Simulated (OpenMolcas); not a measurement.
# Ir⁶⁺ among point charges: CASSCF and CASPT2 levels and susceptibility

Aim: the splitting of the states of Ir⁶⁺ in the field of 2 point charges, its lowest levels with spin-orbit coupling and its magnetic susceptibility.

Method: state-averaged CASSCF and CASPT2, spin-orbit coupling by RASSI with atomic mean-field integrals. Code: OpenMolcas 26.06.

**1. The atom as given**

| Quantity | Value |
| --- | --- |
| Species | Ir⁶⁺ (iridium, Z = 77, 71 electrons) |
| Basis | ANO-RCC-VTZP [8s7p5d3f1g], 84 functions |
| Scalar Hamiltonian | DKH2, point nucleus |
| Inactive shells | 1s 2s 2p 3s 3p 3d 4s 4p 4d 4f 5s 5p |
| Active space | 3 electrons in 5 orbitals (5d) |
| Some configurations of this space | 5d³ |
| Orbitals | optimised for each spin and parity, averaged over all roots |

Outer shells as boxes (Hund's rule):

5d3
```
5d [↑ ][↑ ][↑ ][  ][  ]
```

The ion sits among 2 point charges of -1 e arranged as a linear pair (D∞h), 2.46 Å from the ion.

The work runs as a chain of OpenMolcas steps in one folder; each step below is one input file. Labels, J, g values, rates, χT and fits are worked out afterwards by a script from the matrices that RASSI stores. The input lists half of the charges; inversion (Group=XYZ) makes the rest.

**2. One- and two-electron integrals**

a.inp

```
&GATEWAY
Coord
1

Ir 0.0 0.0 0.0
Basis=ANO-RCC-VTZP
Group=XYZ
NoMove
AngMom=0.0 0.0 0.0
AMFI
XField
1 Angstrom 0
0.000000 0.000000 2.460000 -1.000000
&SEWARD
```

Started as:

```sh
$ OMP_NUM_THREADS=1 MOLCAS_MEM=1689 MOLCAS_PROJECT=a pymolcas a.inp > a.log
```

**3. CASSCF: quartets of even parity, 10 roots**

a.inp

```
&RASSCF
FileOrb=start.orb
Symmetry=1
Spin=4
nActEl=3 0 0
Inactive=15 19
Ras2=5 0
CIRoot=10 10 1
SDav=10
CIMx=300
Iter=120 100
PrWF=0.3
OrbListing=Nothing
MaxOrb=0
>>> COPY $Project.JobIph JOB001
```

start.orb holds the contracted functions of the basis, ordered by shell, or the orbitals of the step before.

**4. CASSCF: doublets of even parity, 40 roots**

a.inp

```
&RASSCF
FileOrb=start.orb
Symmetry=1
Spin=2
nActEl=3 0 0
Inactive=15 19
Ras2=5 0
CIRoot=40 40 1
SDav=40
CIMx=300
Iter=120 100
PrWF=0.3
OrbListing=Nothing
MaxOrb=0
>>> COPY $Project.JobIph JOB002
```

**5. State interaction with spin-orbit coupling**

a.inp

```
&RASSI
NrOfJobIphs=2 10 40
1 2 3 4 5 6 7 8 9 10
1 2 3 4 5 6 7 8 9 10 11 12 13 14 15 16 17 18 19 20 21 22 23 24 25 26 27
28 29 30 31 32 33 34 35 36 37 38 39 40
IphNames
JOB001
JOB002
EJob
SpinOrbit
DIPRint=1.0
SOCoupling=1000.0
Subsets=2
Property=9
'ANGMOM' 1 'ANGMOM' 2 'ANGMOM' 3 'MLTPL  1' 1 'MLTPL  1' 2 'MLTPL  1' 3
'AMFI' 1 'AMFI' 2 'AMFI' 3
SOProperty=3
'ANGMOM' 1 'ANGMOM' 2 'ANGMOM' 3
```

**6. CASPT2: IPEA 0.25, imaginary shift 0.1 (closed shells correlated: 5s 5p)**

a.inp

```
>>> COPY JOB001 $Project.JobIph
&CASPT2
Multistate=10 1 2 3 4 5 6 7 8 9 10
NoMult
Frozen=14 16
IPEA=0.25
Imaginary=0.1
MaxIter=60
WThr=0.0 0.3 0.05
PrWF=0.5
NoMix
>>> COPY JOB002 $Project.JobIph
&CASPT2
Multistate=40 1 2 3 4 5 6 7 8 9 10 11 12 13 14 15 16 17 18 19 20 21 22
23 24 25 26 27 28 29 30 31 32 33 34 35 36 37 38 39 40
NoMult
Frozen=14 16
IPEA=0.25
Imaginary=0.1
MaxIter=60
WThr=0.0 0.3 0.05
PrWF=0.5
NoMix
```

(Steps that only read results are left out.)

What does the calculation give? Wanted: spin-free ground state; first state of the same spin within the active space; lowest level; next level.

The runs gave:

```
                                            quantity                                                                        value
                                              method  SS-CASPT2, IPEA 0.25, imaginary shift 0.1 (closed shells correlated: 5s 5p)
                              spin-free ground state                                              4Pi, 2-fold in its orbital part
first state of the same spin within the active space                                                           4Sigma at 343 cm⁻¹
                                        lowest level                                                 2-fold, g = 0.55, 1.01, 1.01
                                          next level                                                                  2009.7 cm⁻¹
                                         χT at 300 K                                                               0.09 cm³ K/mol
                           effective moment at 300 K                                                                      0.87 μB
```

Cost by method:

```tsv
method	time of its own steps	time with the reference
A. CASSCF	9.4 s	9.4 s
B. SS-CASPT2, IPEA 0.25, imaginary shift 0.1, +5s 5p	7 s	16 s
```

Times are of one thread on a shared host.

The spin-free ground state (4Pi) comes to 97 % from free-ion F terms and keeps the highest spin of the shell. χT at 300 K is 0.09, against 1.88 cm³ K/mol for the spin alone, so spin-orbit coupling lowers it. CASPT2 does not keep the components of a term degenerate, and the means are used. The field of point charges can differ much from that of real complexes. Point charges carry no covalency, so the field is a model and not that of real ligands.
